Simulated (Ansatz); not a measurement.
## AlN, space group P6_3mc: a projected density of states

Computed with Ansatz 0.2.0 through its Python package.

`aln.py`:
```python
"""Projected density of states of AlN."""

from dataclasses import dataclass
import warnings

import ansatz as az
import numpy as np


@dataclass
class Options:
    xc: str = "r2scan"
    dispersion: str = "D3(BJ)"
    mesh: tuple[int, ...] = (4, 4, 2)
    occupations: str = "Marzari-Vanderbilt"
    width_ev: float = 0.02
    mixing_beta: float = 0.7
    max_scf: int = 80
    extra_bands: int = 14


settings = Options()

warnings.simplefilter("ignore", az.DeckWarning)

aln = (
    az.Lattice.from_parameters(3.113, 3.113, 4.981, alpha=90.0, beta=90.0, gamma=120.0)
    .atom("Al", (1 / 3, 2 / 3, 0.0))
    .atom("Al", (2 / 3, 1 / 3, 0.5))
    .atom("N", (1 / 3, 2 / 3, 0.38))
    .atom("N", (2 / 3, 1 / 3, 0.88))
)

model = (
    aln.calculation()
    .functional(settings.xc, dispersion=settings.dispersion)
    .basis(56 * az.Ry)
    .accuracy("low")
    .kpoints(mesh=settings.mesh, shift=0.5)  # the mesh must be finer for metals
    .occupations(settings.occupations, width=settings.width_ev)  # smearing steadies the SCF of a metal
    .mixing("broyden", beta=settings.mixing_beta)
    .scf(max_iterations=settings.max_scf)
    .scf(extra_bands=settings.extra_bands)
    .density_of_states(projected=True, energy_step=0.05)  # states per eV and cell
)
planned = model.session().plan(threads=1)
facts = planned.describe()
print("plan:", facts["n_bands"], "bands,", len(facts["kpoints_frac"]), "k-points, plane waves", facts["n_pw_range"], "grid", facts["fft_dense"])
result = planned.execute()
r = result.report

dos = result.density_of_states()
energy = np.asarray(dos.energies_ev) - dos.fermi_ev
curves = {}
for site in result.projected_density_of_states().sites:
    for shell in site.shells:
        weight = sum(np.sum(curve.g_bin_mean_per_ev, axis=0) for curve in shell.curves)
        name = f"{site.species} {shell.label}"
        curves[name] = curves.get(name, 0) + weight

print("E-EF   " + " ".join(f"{name:>8s}" for name in curves))
for e in np.arange(-10, 4 + 0.1, 0.5):
    print(f"{e:5.1f}  " + " ".join(f"{np.interp(e, energy, g):8.3f}" for g in curves.values()))
```

```console
$ python aln.py
plan: 22 bands, 6 k-points, plane waves [1975, 2005] grid [30, 30, 45]
E-EF      Al 3S    Al 3P     N 2S     N 2P
-10.0     0.000    0.000    0.000    0.000
 -9.5     0.000    0.000    0.000    0.000
 -9.0     0.000    0.000    0.000    0.000
 -8.5     0.000    0.000    0.000    0.000
 -8.0     0.512    0.756    0.102    2.418
 -7.5     0.322    0.182    0.055    1.290
 -7.0     0.118    0.126    0.087    0.705
 -6.5     0.082    0.150    0.046    0.656
 -6.0     0.107    0.248    0.048    1.108
 -5.5     0.100    0.212    0.042    1.200
 -5.0     0.279    1.054    0.052    5.355
 -4.5     0.090    0.460    0.024    3.084
 -4.0     0.036    0.355    0.012    2.952
 -3.5     0.009    0.207    0.003    3.078
 -3.0     0.000    0.000    0.000    0.000
 -2.5     0.000    0.000    0.000    0.000
 -2.0     0.000    0.000    0.000    0.000
 -1.5     0.000    0.000    0.000    0.000
 -1.0     0.000    0.000    0.000    0.000
 -0.5     0.000    0.000    0.000    0.000
  0.0     0.000    0.000    0.000    0.000
  0.5     0.000    0.000    0.000    0.000
  1.0     0.000    0.000    0.000    0.000
  1.5     0.000    0.000    0.000    0.000
  2.0     0.000    0.000    0.000    0.000
  2.5     0.000    0.000    0.000    0.000
  3.0     0.000    0.000    0.000    0.000
  3.5     0.216    1.655    0.543    0.359
  4.0     0.107    0.864    0.413    0.237
```

What to keep in mind:
- These settings explore the input space; cutoff and mesh may be short of convergence.
- Semilocal gaps usually lie well under measured ones.
- The dispersion term runs with damping parameters of another functional.
- Energy and stress may still move on a finer k-point mesh.
- The mesh has less symmetry than the crystal, which the program warned of.
- Of the deposited cell: the entry's cell lengths or inner coordinates differ somewhat from later room-temperature determinations.
- In a crystal with a gap the Fermi level's place inside it depends on smearing and mesh.
- The crystal has a gap of about 6.48 eV on the mesh; bins of finite width blur the band edges.
- The structure is a deposited one; some such entries were measured under pressure or heat, so a shift against it needn't be the functional's error alone.
- Curves are summed over the cell's atoms. Only shells that the potentials hold have channels, so projections don't add up to the total, least of all where a shell is missing (p of most metals); heights and places of peaks move with the mesh.
- The density of states is complete only as far up as bands were computed.
- The script silences the warnings on its input, which a real study should read.
- Run time: 6.4 s on 1 thread of Arm Neoverse N1, with other jobs on the host, peak memory 0.4 GiB.
